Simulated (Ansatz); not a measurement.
Crystal: Cd3Se.

```
CELL_PARAMETERS angstrom
-2.04095 2.04095 6.08708
2.04095 -2.04095 6.08708
2.04095 2.04095 -6.08708
ATOMIC_POSITIONS crystal
Cd 0.50000 0.50000 0.00000
Cd 0.25000 0.75000 0.50000
Cd 0.75000 0.25000 0.50000
Se 0.00000 0.00000 0.00000
```

The cell comes from a database or a generator and needn't be the stable form of this composition.

Base run:

| Quantity | Value |
| --- | --- |
| Program | Ansatz 0.2.0 |
| Functional | r2SCAN |
| Potentials or basis | Ansatz PAW |
| Cutoff | 500 eV |
| Density cutoff | 2000 eV |
| k mesh | 9 × 9 × 9 |
| Occupations | fermi-dirac, width 0.05 eV |
| Spin | no spin polarisation |

Its results: band gap on the k mesh none (metal or under the smearing width); pressure -2.2 GPa.

Question: The run is repeated on the same cell with these changes: functional from r2SCAN to LDA; cutoff from 500 eV to 420 eV; density cutoff from 2000 eV to 1680 eV. What comes out?

Answer: Band gap on the k mesh none (metal or under the smearing width); pressure -5.6 GPa.

Caveats: the PAW data sets come from PBE, with cores solved anew for the run's functional, which leaves a small shift of forces and pressure.

Not every run made on this cell is shown here.
